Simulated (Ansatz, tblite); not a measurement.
# C₈H₂₄Si₃: a ladder of methods and basis sets

One table from this session's results is given with a row withheld; the runs are named, their logs left out.

Method: as each input shows; program: Ansatz 0.2.0, Gaussian basis.

Plan: GFN1-xTB, GFN2-xTB, PBE-D4/def2-TZVP, r2SCAN-D4/def2-TZVP, revPBE-D4/def2-TZVP, B3LYP-D4/def2-TZVP, PBE-QIDH/def2-TZVP, PBE+5HF/def2-SVP, PBE+10HF/def2-SVP, PBE+15HF/def2-SVP, PBE+35HF/def2-SVP, PBE+50HF/def2-SVP, PBE-D4/def2-SVP, PBE0-D4/def2-SVP, HF/STO-3G, HF/6-31G, B3LYP-D4/6-31G, CCSD(T)/def2-SVP, MP2/def2-TZVP, RPA/def2-TZVP.

### The geometry

The geometry is that of the singlet, from an earlier relaxation (PBE-D4/def2-SVP).

35 atoms, charge 0, spin multiplicity 1.

Bond lengths: C1–Si2 1.903 Å, C1–H12 1.111 Å, C1–H13 1.109 Å, C1–H14 1.109 Å, Si2–C3 1.902 Å, Si2–C4 1.903 Å, Si2–Si5 2.357 Å, C3–H15 1.111 Å, C3–H16 1.110 Å, C3–H17 1.109 Å, C4–H18 1.110 Å, C4–H19 1.109 Å, C4–H20 1.111 Å, Si5–C6 1.912 Å, Si5–C7 1.912 Å, Si5–Si8 2.357 Å, C6–H21 1.109 Å, C6–H22 1.110 Å and more. Angles: Si2–C1–H12 111.0°, Si2–C1–H13 111.1°, Si2–C1–H14 111.2°, H12–C1–H13 107.8°, H12–C1–H14 107.8°, H13–C1–H14 107.7°, C1–Si2–C3 109.3°, C1–Si2–C4 109.0°, C1–Si2–Si5 110.5°, C3–Si2–C4 108.9°, C3–Si2–Si5 109.8°, C4–Si2–Si5 109.3°, Si2–C3–H15 111.0°, Si2–C3–H16 110.9°, Si2–C3–H17 111.4°, H15–C3–H16 107.8°, H15–C3–H17 107.9°, H16–C3–H17 107.7° and more.

PBE0-D4/def2-TZVP was run before; its log isn't repeated, and its numbers join the tables.

Set-up of the first run:

Tight binding, by tblite at 300 K electronic temperature and without a spin-polarisation term:

```python
tblite.interface.Calculator('GFN1-xTB', numbers, positions, charge=0, uhf=0).singlepoint()
```

Tight binding, by tblite at 300 K electronic temperature and without a spin-polarisation term:

```python
tblite.interface.Calculator('GFN2-xTB', numbers, positions, charge=0, uhf=0).singlepoint()
```

start.molden holds the orbitals of an earlier run on this state, given as this run's starting guess.

The input, in.yaml:

```yaml
crystal:
  periodic: [false, false, false]
  atoms:
    - {symbol: C, position_ang: [2.149254, -0.864125, 1.638458]}
    - {symbol: Si, position_ang: [1.969199, -0.149670, -0.115622]}
    - {symbol: C, position_ang: [2.150607, -1.551315, -1.388457]}
    - {symbol: C, position_ang: [3.347497, 1.130055, -0.407400]}
    - {symbol: Si, position_ang: [-0.128480, 0.895114, -0.372158]}
    - {symbol: C, position_ang: [-0.150312, 2.519342, 0.635983]}
    - {symbol: C, position_ang: [-0.397422, 1.294255, -2.222377]}
    - {symbol: Si, position_ang: [-1.876513, -0.494383, 0.383724]}
    - {symbol: C, position_ang: [-1.703362, -2.242597, -0.346673]}
    - {symbol: C, position_ang: [-3.544144, 0.242528, -0.162609]}
    - {symbol: C, position_ang: [-1.841932, -0.598839, 2.282533]}
    - {symbol: H, position_ang: [3.162971, -1.290913, 1.792020]}
    - {symbol: H, position_ang: [1.410665, -1.672031, 1.819281]}
    - {symbol: H, position_ang: [1.990211, -0.082234, 2.409379]}
    - {symbol: H, position_ang: [3.137826, -2.051042, -1.293080]}
    - {symbol: H, position_ang: [2.068197, -1.159297, -2.423136]}
    - {symbol: H, position_ang: [1.363563, -2.321553, -1.256555]}
    - {symbol: H, position_ang: [3.273202, 1.572492, -1.422241]}
    - {symbol: H, position_ang: [3.286740, 1.958663, 0.327915]}
    - {symbol: H, position_ang: [4.351190, 0.663907, -0.312865]}
    - {symbol: H, position_ang: [0.016920, 2.316329, 1.713713]}
    - {symbol: H, position_ang: [0.645380, 3.212796, 0.292556]}
    - {symbol: H, position_ang: [-1.124682, 3.041624, 0.535824]}
    - {symbol: H, position_ang: [0.406758, 1.952457, -2.612602]}
    - {symbol: H, position_ang: [-0.400475, 0.365579, -2.829202]}
    - {symbol: H, position_ang: [-1.367571, 1.809076, -2.382714]}
    - {symbol: H, position_ang: [-2.563989, -2.881828, -0.056752]}
    - {symbol: H, position_ang: [-1.661149, -2.213065, -1.454965]}
    - {symbol: H, position_ang: [-0.777779, -2.736973, 0.013620]}
    - {symbol: H, position_ang: [-3.680385, 1.266209, 0.243211]}
    - {symbol: H, position_ang: [-4.391616, -0.380042, 0.194920]}
    - {symbol: H, position_ang: [-3.611131, 0.305478, -1.268286]}
    - {symbol: H, position_ang: [-0.884381, -1.023796, 2.646685]}
    - {symbol: H, position_ang: [-2.666491, -1.239110, 2.661466]}
    - {symbol: H, position_ang: [-1.958377, 0.406890, 2.736387]}
basis:
  gaussian: {orbitals: def2-TZVP, fitting: {mean_field: def2-universal-jkfit}, initial_orbitals: start.molden}
hamiltonian: {xc: pbe, dispersion: d4}
scf: {omitted_lower_state_checks: [starts]}
output: {forces: true, orbitals: {seedname: orbitals}}
```

The run is started by

```
> ansatz run in.yaml --threads 2 --pin off --events-out ev --progress --plain --max-ram 32768MiB --backend cuda --devices 0, --max-vram 18GiB
```

Steps of the session up to this table: PBE-D4/def2-TZVP; r2SCAN-D4/def2-TZVP; revPBE-D4/def2-TZVP; B3LYP-D4/def2-TZVP; PBE-QIDH/def2-TZVP; PBE+5HF/def2-SVP; PBE+10HF/def2-SVP; PBE+15HF/def2-SVP; PBE+35HF/def2-SVP; PBE+50HF/def2-SVP; PBE-D4/def2-SVP; PBE0-D4/def2-SVP; HF/STO-3G; HF/6-31G; B3LYP-D4/6-31G; CCSD(T)/def2-SVP; MP2/def2-TZVP; RPA/def2-TZVP.

One of the session's tables, all rows but one given; the rest of the session is left out.

It belongs to the step «Binding energy». 

| method | binding an atom (eV) |
| --- | --- |
| HF/STO-3G | 3.918 |
| HF/6-31G | 2.837 |
| HF/def2-SVP | 3.027 |
| HF/def2-TZVP | 2.996 |
| PBE-D4/def2-SVP | 3.989 |
| PBE-D4/def2-TZVP | 3.974 |
| revPBE-D4/def2-TZVP | 3.906 |
| r2SCAN-D4/def2-TZVP | 3.940 |
| B3LYP-D4/6-31G | ? |
| B3LYP-D4/def2-TZVP | 3.932 |
| PBE0-D4/def2-SVP | 3.964 |
| PBE0-D4/def2-TZVP | 3.945 |
| MP2/def2-SVP | 3.759 |
| MP2/def2-TZVP | 3.812 |
| CCSD/def2-SVP | 3.722 |
| CCSD(T)/def2-SVP | 3.754 |

**Question.** Estimate the row for B3LYP-D4/6-31G.

**Answer.** binding an atom (eV): 3.838. In the column «binding an atom (eV)» it lies between MP2/def2-TZVP (3.812) and revPBE-D4/def2-TZVP (3.906).

Caveats from the session: Free atoms were run apart at each level; binding is atoms less cluster, divided by the number of atoms, without zero-point or spin-orbit terms.
